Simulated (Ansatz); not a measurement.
# Li20BF20: the cost of one run

Computed with Ansatz 0.2.0 (DFT PBE, scalar-relativistic, plane waves, PAW, unless a step's input says otherwise).

3 further runs of the same task are left out: 3 set aside as unsound or not needed.

### 1 The starting structure

Symmetry: Fm-3m, No. 225, cubic system. Conventional cell: a = 4.068 Å, b = 4.068 Å, c = 4.068 Å, α = 90.00°, β = 90.00°, γ = 90.00°. Around Li (site symmetry m-3m) lie 6 F at 2.03 Å. F (site symmetry m-3m) has 6 Li at 2.03 Å as nearest neighbours.

Coordinates:

```cif
data_structure
_symmetry_space_group_name_H-M 'P 1'
_symmetry_Int_Tables_number 1
_cell_length_a 2.8766
_cell_length_b 2.8766
_cell_length_c 2.8766
_cell_angle_alpha 60.000
_cell_angle_beta 60.000
_cell_angle_gamma 60.000
_cell_volume 16.83
loop_
_atom_site_label
_atom_site_type_symbol
_atom_site_fract_x
_atom_site_fract_y
_atom_site_fract_z
_atom_site_occupancy
Li1 Li 0.00000 0.00000 0.00000 1
F1 F 0.50000 0.50000 0.50000 1
```

It goes back to an entry of the Materials Project.

It is the result of an earlier relaxation at this level (volume 8.42 Å³/atom; gap on the mesh: 8.83 eV).

The host's static dielectric tensor, from an earlier linear-response run, has a mean of 11.10.

The perfect supercell (rows 1 2 -3; -3 0 1; 0 1 2 in vectors of this cell) comes from an earlier run at this level (40 atoms, E(σ→0) -20323.4135 eV, gap 9.36 eV on its own mesh).

### 2 Setting up the defect

The extra atom is put at (0.025, 0.925, 0.200) of the supercell, the middle of a void of radius 1.76 Å. The other atoms start on their ideal sites. Its neighbours are 4 F at 1.76 Å, 4 Li at 1.76 Å.

### 3 Charge state 0

Input file input.yaml:

```yaml
crystal:
  lattice:
    - [-2.0340907784, -4.0681815568, 6.1022723352]
    - [2.0340907784, -4.0681815568, -6.1022723352]
    - [6.1022723352, 4.0681815568, 2.0340907784]
  atoms:
    - { symbol: Li, position: [0.55, 0.85, 0.9] }
    - { symbol: Li, position: [0.4, 0.8, 0.2] }
    - { symbol: Li, position: [0.25, 0.75, 0.5] }
    - { symbol: Li, position: [0.0, 1.0, 0.0], spin: 0.111 }
    - { symbol: Li, position: [0.85, 0.95, 0.3], spin: 0.111 }
    - { symbol: Li, position: [0.7, 0.9, 0.6] }
    - { symbol: Li, position: [0.65, 0.55, 0.7] }
    - { symbol: Li, position: [0.5, 0.5, 0.0] }
    - { symbol: Li, position: [0.35, 0.45, 0.3] }
    - { symbol: Li, position: [0.2, 0.4, 0.6] }
    - { symbol: Li, position: [0.1, 0.7, 0.8] }
    - { symbol: Li, position: [0.95, 0.65, 0.1], spin: 0.111 }
    - { symbol: Li, position: [0.8, 0.6, 0.4] }
    - { symbol: Li, position: [0.15, 0.05, 0.7] }
    - { symbol: Li, position: [0.6, 0.2, 0.8] }
    - { symbol: Li, position: [0.45, 0.15, 0.1] }
    - { symbol: Li, position: [0.3, 0.1, 0.4], spin: 0.111 }
    - { symbol: Li, position: [0.05, 0.35, 0.9] }
    - { symbol: Li, position: [0.9, 0.3, 0.2] }
    - { symbol: Li, position: [0.75, 0.25, 0.5] }
    - { symbol: F, position: [0.45, 0.65, 0.6] }
    - { symbol: F, position: [0.3, 0.6, 0.9] }
    - { symbol: F, position: [0.15, 0.55, 0.2] }
    - { symbol: F, position: [0.9, 0.8, 0.7] }
    - { symbol: F, position: [0.75, 0.75, 0.0], spin: 0.111 }
    - { symbol: F, position: [0.6, 0.7, 0.3] }
    - { symbol: F, position: [0.55, 0.35, 0.4] }
    - { symbol: F, position: [0.4, 0.3, 0.7] }
    - { symbol: F, position: [0.25, 0.25, 0.0] }
    - { symbol: F, position: [0.1, 0.2, 0.3], spin: 0.111 }
    - { symbol: F, position: [0.0, 0.5, 0.5] }
    - { symbol: F, position: [0.85, 0.45, 0.8] }
    - { symbol: F, position: [0.7, 0.4, 0.1] }
    - { symbol: F, position: [0.05, 0.85, 0.4], spin: 0.111 }
    - { symbol: F, position: [0.5, 0.0, 0.5] }
    - { symbol: F, position: [0.35, 0.95, 0.8] }
    - { symbol: F, position: [0.2, 0.9, 0.1], spin: 0.111 }
    - { symbol: F, position: [0.95, 0.15, 0.6] }
    - { symbol: F, position: [0.8, 0.1, 0.9] }
    - { symbol: F, position: [0.65, 0.05, 0.2] }
    - { symbol: B, position: [0.025, 0.925, 0.2], spin: 0.111 }
  host:
    lattice:
      - [0.0, 2.0340907784, 2.0340907784]
      - [2.0340907784, 0.0, 2.0340907784]
      - [2.0340907784, 2.0340907784, 0.0]
    atoms:
      - { symbol: Li, position: [0.0, 0.0, 0.0] }
      - { symbol: F, position: [0.5, 0.5, 0.5] }
basis:
  ecutwfc: 420
  xc_grid: 2
kpoints:
  mp_grid: { grid: [2, 2, 2], shift: [0.5, 0.5, 0.5] }
hamiltonian:
  xc: pbe
scf:
  occupations: { method: gaussian, width: 0.01 }
output:
  forces: true
  stress: false
  eigenvalues: true
  populations: true
  charged_corrections:
    defect_position: [0.025, 0.925, 0.2]
    epsilon: [[11.1012, 0.0, 0.0], [0.0, 11.1012, 0.0], [0.0, 0.0, 11.1012]]
  write_density: true
  write_potential: true
  elf: true
  volumetric_format: npy
magnetization:
  spin_polarized: true
relax:
  adjacent_minimum: "off"
  f_tol: 0.025
  max_steps: 45
```

Run with:

```
ansatz run input.yaml --threads 4 --pin off --max-ram 6144MiB --backend cpu --events-out ev --progress --plain --runs-dir out
```

**Question.** How long does this run take on 4 threads of Arm Neoverse N1, shared host, and how much memory does it need?

About 3.5 min, with a peak of 1.3 GiB.
